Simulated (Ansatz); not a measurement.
# CH₄ClIn: up Jacob's ladder to CCSD(T)

An exercise on one series of results from a longer session: the logs are not shown, and one member is left open.

The runs use Ansatz 0.2.0, Gaussian basis; functionals in def2-TZVPP, the program's frozen cores in correlated methods.

Plan: LDA (SPW92), PBE-D4, revPBE-D4, BLYP-D4, r2SCAN-D4, B97M-V, PBE0-D4, B3LYP-D4, r2SCANh-D4, r2SCAN0-D4, HSE06-D4, BHLYP-D4, CAM-B3LYP-D4, LC-ωPBE, ωB97X-V, ωB97M-V, B2PLYP, PBE-QIDH; CCSD(T)/def2-SVP; CCSD(T)/def2-TZVPP; MP2/def2-QZVPP; extrapolation to the limit; RPA on PBE.

### Structure used throughout

An earlier PBE0-D4 in a triple-zeta def2 set relaxation fixed the geometry. In takes the def2 core potential; no spin-orbit term is included.

SMILES `[CH3][InH][Cl]`, 7 atoms, charge 0, spin multiplicity 1.

Atoms are counted from 1 here; the program's logs count them from 0.

Bond lengths: C1–In2 2.131 Å, C1–H4 1.089 Å, C1–H5 1.091 Å, C1–H6 1.091 Å, In2–Cl3 2.357 Å, In2–H7 1.708 Å. Angles: In2–C1–H4 111.9°, In2–C1–H5 108.7°, In2–C1–H6 108.6°, H4–C1–H5 109.8°, H4–C1–H6 109.5°, H5–C1–H6 108.2°, C1–In2–Cl3 111.0°, C1–In2–H7 137.6°, Cl3–In2–H7 111.5°.

The first run:

Contents of in.yaml:

```yaml
crystal:
  periodic: [false, false, false]
  atoms:
    - {symbol: C, position_ang: [-0.941204, 0.402125, -0.305110]}
    - {symbol: In, position_ang: [1.049408, -0.280442, 0.032651]}
    - {symbol: Cl, position_ang: [1.201389, -1.465058, 2.064746]}
    - {symbol: H, position_ang: [-1.057145, 0.846463, -1.292679]}
    - {symbol: H, position_ang: [-1.622888, -0.442182, -0.197110]}
    - {symbol: H, position_ang: [-1.190173, 1.141647, 0.457575]}
    - {symbol: H, position_ang: [2.560613, -0.202544, -0.760073]}
basis:
  gaussian: {orbitals: def2-TZVPP}
hamiltonian: {xc: lda}
output: {orbitals: {seedname: orbitals}}
```

Steps of the session up to this table: LDA; PBE-D4 (GGA); revPBE-D4 (GGA); BLYP-D4 (GGA); r2SCAN-D4 (meta-GGA); B97M-V (meta-GGA); PBE0-D4 (hybrid); B3LYP-D4 (hybrid); r2SCANh-D4 (hybrid); r2SCAN0-D4 (hybrid); HSE06-D4 (hybrid); BHLYP-D4 (hybrid); CAM-B3LYP-D4 (range-separated); LC-ωPBE (range-separated); ωB97X-V (range-separated); ωB97M-V (range-separated); B2PLYP (double hybrid); PBE-QIDH (double hybrid).

One of the session's tables, all rows but one given; the rest of the session is left out.

It belongs to the step «Orbital energies across the functionals». 

| functional | HOMO (eV) | LUMO (eV) | gap (eV) |
| --- | --- | --- | --- |
| LDA (SPW92) | -6.74 | -2.58 | 4.16 |
| PBE-D4 | -6.60 | -2.31 | 4.30 |
| revPBE-D4 | -6.55 | -2.19 | 4.36 |
| BLYP-D4 | -6.45 | -2.28 | 4.17 |
| r2SCAN-D4 | -6.90 | -2.04 | 4.86 |
| B97M-V | -6.98 | -2.31 | 4.68 |
| PBE0-D4 | -7.87 | -1.59 | 6.28 |
| B3LYP-D4 | -7.63 | -1.88 | 5.75 |
| r2SCANh-D4 | -7.37 | -1.79 | 5.57 |
| r2SCAN0-D4 | ? | ? | ? |
| HSE06-D4 | -7.47 | -1.95 | 5.52 |
| BHLYP-D4 | -8.99 | -0.97 | 8.03 |
| CAM-B3LYP-D4 | -9.20 | -0.81 | 8.39 |
| LC-ωPBE | -10.57 | 0.32 | 10.89 |
| ωB97X-V | -10.20 | 0.18 | 10.38 |
| ωB97M-V | -10.06 | -0.11 | 9.94 |

Q: Estimate the row for r2SCAN0-D4 from the others.

Worked estimate for «HOMO (eV)». Against the share of exact exchange, r2SCAN-D4 (0, -6.90), r2SCANh-D4 (0.1, -7.37) give a slope of -4.70 per unit share; at 0.25 the line stands at -8.07.

As computed: HOMO (eV): -8.07; LUMO (eV): -1.43; gap (eV): 6.64. In «HOMO (eV)» the line misses by 0.00.
